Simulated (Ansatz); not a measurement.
**Mg2CdN2 in Ansatz: convergence with k mesh**

Input of the first run (k mesh 3 × 3 × 2); the others differ in this setting and in those tied to it:

File input.yaml:

```yaml
crystal:
  lattice:
    - [3.5528825911, 0.0, 0.0]
    - [-1.7764412956, 3.0768865806, 0.0]
    - [0.0, 0.0, 5.9838310064]
  atoms:
    - { symbol: Cd, position: [0.0, 0.0, 0.5] }
    - { symbol: Mg, position: [0.3333333333, 0.6666666667, 0.846558] }
    - { symbol: Mg, position: [0.6666666667, 0.3333333333, 0.153442] }
    - { symbol: "N", position: [0.3333333333, 0.6666666667, 0.227769] }
    - { symbol: "N", position: [0.6666666667, 0.3333333333, 0.772231] }
hamiltonian:
  xc: pbesol
  pseudopotentials: { kind: paw }
kpoints:
  mp_grid: { grid: [3, 3, 2] }
scf:
  occupations: { method: gaussian, width: 0.05 }
output:
  forces: true
  stress: true
  eigenvalues: true
```

Potentials or basis: Ansatz PAW.

Run with:

```sh
$ ansatz run input.yaml --threads 2 --pin off --max-ram 5632MiB --backend cpu --events-out ev --progress --plain --runs-dir out
```

The cell comes from a database or a generator and needn't be the stable form of this composition.

Hardware: 2 threads of Arm Neoverse V2, on a shared host.

```tsv
k mesh	energy less the tightest run, at zero smearing (meV/atom)	pressure (GPa)	largest force (eV/Å)	gap on the mesh (eV)	SCF cycles	CPU time (s)	peak memory (GiB)
3 × 3 × 2	38.53	-4.38	0.103	0.350	6	1	0.29
4 × 4 × 2	9.68	-4.21	0.112	0.368	6	1.2	0.29
5 × 5 × 3	3.47	-4.09	0.131	0.331	6	1.4	0.3
6 × 6 × 4	1.00	-4.03	0.134	0.335	6	2.1	0.33
8 × 8 × 4	0.33	-4.00	0.135	0.282	6	2.9	0.35
10 × 10 × 5	0.09	-3.99	0.135	0.284	6	4.3	0.37
12 × 12 × 6	0.02	-3.98	0.136	0.294	6	7.1	0.42
14 × 14 × 8	0.00	-3.98	0.136	0.289	6	11	0.48
```

Against the tightest run, the energy stays within 1 meV/atom from 8 × 8 × 4 on; the pressure stays within 0.1 GPa from 6 × 6 × 4 on; the largest force stays within 0.005 eV/Å from 5 × 5 × 3 on; the gap on the mesh stays within 0.01 eV from 8 × 8 × 4 on. Meshes of other sizes hit other points, so gaps and Fermi surfaces needn't settle smoothly. The tightest run that finished is the yardstick and may itself not be fully converged.

Caveat, for the tightest run too: the PAW data sets come from PBE, with cores solved anew for the run's functional, which leaves a small shift of forces and pressure.
